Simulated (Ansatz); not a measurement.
SrCd:

```
CELL_PARAMETERS angstrom
4.00300 0.00000 0.00000
0.00000 4.00300 0.00000
0.00000 0.00000 4.00300
ATOMIC_POSITIONS crystal
Cd 0.00000 0.00000 0.00000
Sr 0.50000 0.50000 0.50000
```

```yaml
Program: Ansatz 0.2.0
Task: relaxation of cell and atoms
Functional: revPBE
Potentials_or_basis: all-electron LAPW, scalar-relativistic
Basis_error_allowed: 0.001 eV/atom
k_mesh: 7 × 7 × 7
Occupations: fermi-dirac, width 0.05 eV
Spin: no spin polarisation
```

At the start: volume 32.07 Å³/atom.

**Question.** Where does the relaxation end?

**Answer.** Over 5 steps the energy falls by 26.6 meV/atom and the volume is 35.47 Å³/atom (+10.6 %); space group Pm-3m (No. 221, to 0.05 Å).

The path:
```tsv
step	energy change (eV)	largest force (eV/Å)	volume (Å³)
1	0.0000	0.0000	64.14
2	-0.0474	0.0000	68.58
3	-0.0530	0.0000	70.60
4	-0.0531	0.0000	70.94
5	-0.0531	0.0000	70.94
```

Final structure:
```cif
data_structure
_symmetry_space_group_name_H-M 'P 1'
_symmetry_Int_Tables_number 1
_cell_length_a 4.1396
_cell_length_b 4.1396
_cell_length_c 4.1396
_cell_angle_alpha 90.000
_cell_angle_beta 90.000
_cell_angle_gamma 90.000
_cell_volume 70.94
loop_
_atom_site_label
_atom_site_type_symbol
_atom_site_fract_x
_atom_site_fract_y
_atom_site_fract_z
_atom_site_occupancy
Cd1 Cd 0.00000 0.00000 0.00000 1
Sr1 Sr 0.50000 0.50000 0.50000 1
```
